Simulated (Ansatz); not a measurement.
**CH₇NOSi: ionisation energy by level of theory**

An exercise on one series of results from a longer session: the logs are not shown, and one member is left open.

The runs use Ansatz 0.2.0, Gaussian basis; unrestricted cation, the program's frozen cores in correlated methods.

Plan: UKS PBE-D4/def2-TZVPP; UKS r2SCAN-D4/def2-TZVPP; UKS PBE0-D4/def2-TZVPP; UKS B3LYP-D4/def2-TZVPP; UKS wB97X-V/def2-TZVPP; UKS wB97M-V/def2-TZVPP; UKS B2PLYP/def2-TZVPP; UHF-CCSD(T)/def2-TZVPP; UHF-MP2/def2-QZVPP; extrapolation to the limit; then −ε(HOMO) from the neutral's earlier runs with LDA (SPW92), PBE-D4, revPBE-D4, BLYP-D4, r2SCAN-D4, B97M-V, PBE0-D4, B3LYP-D4, r2SCANh-D4, r2SCAN0-D4, HSE06-D4, BHLYP-D4, CAM-B3LYP-D4, LC-ωPBE, ωB97X-V, ωB97M-V.

### The geometry

All runs share one geometry, relaxed beforehand with PBE0-D4 in a triple-zeta def2 set.

11 atoms, charge 0, spin multiplicity 1.

Atoms are counted from 1 here; the program's logs count them from 0.

Bond lengths: C1–Si2 1.862 Å, C1–H5 1.092 Å, C1–H6 1.094 Å, C1–H7 1.093 Å, Si2–N3 1.716 Å, Si2–O4 1.649 Å, Si2–H8 1.487 Å, N3–H9 1.007 Å, N3–H10 1.006 Å, O4–H11 0.959 Å. Angles: Si2–C1–H5 110.2°, Si2–C1–H6 111.2°, Si2–C1–H7 111.4°, H5–C1–H6 107.7°, H5–C1–H7 108.0°, H6–C1–H7 108.1°, C1–Si2–N3 106.8°, C1–Si2–O4 113.3°, C1–Si2–H8 110.5°, N3–Si2–O4 109.8°, N3–Si2–H8 114.3°, O4–Si2–H8 102.2°, Si2–N3–H9 121.6°, Si2–N3–H10 120.4°, H9–N3–H10 111.3°, Si2–O4–H11 115.6°.

Coordinates:

| atom | x (Å) | y (Å) | z (Å) |
| --- | --- | --- | --- |
| C1 | -1.1294 | 0.8821 | 0.2351 |
| Si2 | -0.0083 | -0.6001 | 0.1253 |
| N3 | 1.6017 | -0.0074 | 0.1657 |
| O4 | -0.2405 | -1.4946 | -1.2408 |
| H5 | -2.1729 | 0.5746 | 0.1356 |
| H6 | -1.0219 | 1.3890 | 1.1982 |
| H7 | -0.9137 | 1.6055 | -0.5559 |
| H8 | -0.3288 | -1.5769 | 1.1990 |
| H9 | 2.3898 | -0.6264 | 0.2630 |
| H10 | 1.8008 | 0.9018 | 0.5483 |
| H11 | 0.0884 | -1.1045 | -2.0528 |

The first run:

The input, in.yaml:

```yaml
crystal:
  periodic: [false, false, false]
  atoms:
    - {symbol: C, position_ang: [-1.129357, 0.882075, 0.235123]}
    - {symbol: Si, position_ang: [-0.008304, -0.600087, 0.125299]}
    - {symbol: N, position_ang: [1.601708, -0.007406, 0.165712]}
    - {symbol: O, position_ang: [-0.240466, -1.494569, -1.240768]}
    - {symbol: H, position_ang: [-2.172922, 0.574634, 0.135633]}
    - {symbol: H, position_ang: [-1.021884, 1.388960, 1.198161]}
    - {symbol: H, position_ang: [-0.913668, 1.605538, -0.555943]}
    - {symbol: H, position_ang: [-0.328770, -1.576934, 1.198985]}
    - {symbol: H, position_ang: [2.389796, -0.626447, 0.263007]}
    - {symbol: H, position_ang: [1.800778, 0.901782, 0.548262]}
    - {symbol: H, position_ang: [0.088389, -1.104547, -2.052771]}
basis:
  gaussian: {orbitals: def2-TZVPP}
total_charge: 1
magnetization: {spin_polarized: true, initial_magnetization: 1}
hamiltonian: {xc: pbe, dispersion: d4}
```

Launch:

```console
$ ansatz run in.yaml --threads 2 --pin off --events-out ev --progress --plain --max-ram 32768MiB --backend cpu
```

Among the steps run: Cation, UKS PBE-D4/def2-TZVPP; Cation, UKS r2SCAN-D4/def2-TZVPP; Cation, UKS PBE0-D4/def2-TZVPP; Cation, UKS B3LYP-D4/def2-TZVPP; Cation, UKS wB97X-V/def2-TZVPP; Cation, UKS wB97M-V/def2-TZVPP; Cation, UKS B2PLYP (frozen core)/def2-TZVPP; Cation, UHF-CCSD(T)/def2-TZVPP; Cation, UHF-MP2/def2-QZVPP.

One of the session's tables, all rows but one given; the rest of the session is left out.

It belongs to the step «Ionisation energies side by side». For comparison, −ε(HOMO) of the neutral from earlier runs:

```
  functional  −ε(HOMO) (eV)
 LDA (SPW92)           6.15
      PBE-D4           6.00
   revPBE-D4           5.94
     BLYP-D4           5.90
   r2SCAN-D4           6.31
      B97M-V              ?
     PBE0-D4           7.44
    B3LYP-D4           7.21
  r2SCANh-D4           6.85
  r2SCAN0-D4           7.66
    HSE06-D4           7.03
    BHLYP-D4           8.82
CAM-B3LYP-D4           8.91
     LC-ωPBE          10.31
     ωB97X-V           9.94
     ωB97M-V           9.83
```

Estimate the missing values for B97M-V.

The run gave: −ε(HOMO) (eV): 6.41. In the column «−ε(HOMO) (eV)» it lies between r2SCAN-D4 (6.31) and r2SCANh-D4 (6.85).
